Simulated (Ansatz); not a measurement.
# TiAl3: a single-point run

The task is a single-point run on TiAl3. The structure is shown as the input types it.

Computed with Ansatz 0.2.0 (DFT, PBE, all-electron LAPW, scalar-relativistic, unless a step's input says otherwise).

1 further run of the same task is left out (it didn't finish).

## Step 1: The system as given

The structure is tetragonal, space group I4/mmm (No. 139). Conventional cell: a = 3.822 Å, b = 3.822 Å, c = 8.561 Å, α = 90.00°, β = 90.00°, γ = 90.00°. Ti (site symmetry 4/mmm) has 12 Al at 2.70 to 2.87 Å as nearest neighbours. Around Al (site symmetry 4/mmm) lie 4 Ti at 2.70 Å and 8 Al at 2.87 Å. Al (site symmetry -4m2) has 8 Al at 2.70 to 2.87 Å and 4 Ti at 2.87 Å as nearest neighbours.

Coordinates:

```cif
data_structure
_symmetry_space_group_name_H-M 'P 1'
_symmetry_Int_Tables_number 1
_cell_length_a 5.0625
_cell_length_b 5.0625
_cell_length_c 5.0625
_cell_angle_alpha 135.642
_cell_angle_beta 135.642
_cell_angle_gamma 64.535
_cell_volume 62.54
loop_
_atom_site_label
_atom_site_type_symbol
_atom_site_fract_x
_atom_site_fract_y
_atom_site_fract_z
_atom_site_occupancy
Ti1 Ti 0.00000 0.00000 0.00000 1
Al1 Al 0.50000 0.50000 0.00000 1
Al2 Al 0.75000 0.25000 0.50000 1
Al3 Al 0.25000 0.75000 0.50000 1
```

## Step 2: The calculation

input.yaml

```yaml
crystal:
  lattice:
    - [-1.9111067713, 1.9111067713, 4.2806687947]
    - [1.9111067713, -1.9111067713, 4.2806687947]
    - [1.9111067713, 1.9111067713, -4.2806687947]
  atoms:
    - { symbol: Ti, position: [0.0, 0.0, 0.0] }
    - { symbol: Al, position: [0.5, 0.5, 0.0] }
    - { symbol: Al, position: [0.75, 0.25, 0.5] }
    - { symbol: Al, position: [0.25, 0.75, 0.5] }
kpoints:
  mp_grid: { grid: [1, 1, 1] }
  band_path:
    path:
      - [0.0, 0.0, 0.0]
      - [0.0, 0.0, 0.5]
      - [0.25, 0.25, 0.25]
      - [0.0, 0.5, 0.0]
      - [0.0, 0.0, 0.0]
      - [0.5, 0.5, -0.5]
      - [0.2998295147, 0.7001704853, -0.2998295147]
      - [-0.2998295147, 0.2998295147, 0.2998295147]
      - [0.0, 0.0, 0.0]
    npoints: 14
scf:
  occupations: { method: fermi_dirac, width: 0.05 }
  max_iter: 75
hamiltonian:
  xc: pbe
  pseudopotentials: { kind: all_electron, lapw: { basis_error: 0.0005 } }
output:
  forces: true
  stress: true
  eigenvalues: true
  populations: true
```

Command:

```bash
ansatz run input.yaml --threads 1 --pin off --max-ram 4096MiB --backend cpu --events-out ev --progress --plain --runs-dir out
```

**Question.** How will this run end, and is anything wrong with its input?

The run converged and reported no error. That alone doesn't make the input a sound one.

The suspect setting: kpoints.mp_grid.grid is [1, 1, 1]. The zone is sampled at a single point, which suits only large cells or molecules.

Run again and compare: set kpoints.mp_grid.grid to [15, 15, 15].
